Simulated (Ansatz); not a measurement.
# Mo2: the cost of one run

The runs use Ansatz 0.2.0, Gaussian basis; def2-TZVPP, core rule «outside noble gas», up to 8 orbitals frozen.

Plan: UHF; ROHF; CCSD(T) on UHF.

**1. What is computed**

The geometry is a PBE0/def2-TZVP stationary point (not a proven minimum) of the parent state, kept for this charge and spin. No spin-orbit coupling is included. Elements past krypton take def2 core potentials.

2 atoms, charge 0, spin multiplicity 9.

Atoms are counted from 1 here; the program's logs count them from 0.

Bond lengths: Mo1–Mo2 2.158 Å.

**2. UHF**

The input, in.yaml:

```yaml
crystal:
  periodic: [false, false, false]
  atoms:
    - {symbol: Mo, position_ang: [0.000000, 0.000000, 0.000000]}
    - {symbol: Mo, position_ang: [0.000000, 0.000000, 2.157600]}
basis:
  gaussian: {orbitals: def2-TZVPP}
magnetization: {spin_polarized: true, initial_magnetization: 8}
hamiltonian: {xc: hf}
output: {orbitals: {seedname: orbitals}}
```

Command:

```sh
$ ansatz run in.yaml --threads 1 --pin off --events-out ev --progress --plain --max-ram 4096MiB --backend cpu
```

Q: Estimate wall time and peak memory on 1 thread of AMD EPYC 7R13, shared host.

About 52 s, with a peak of 0.27 GiB.
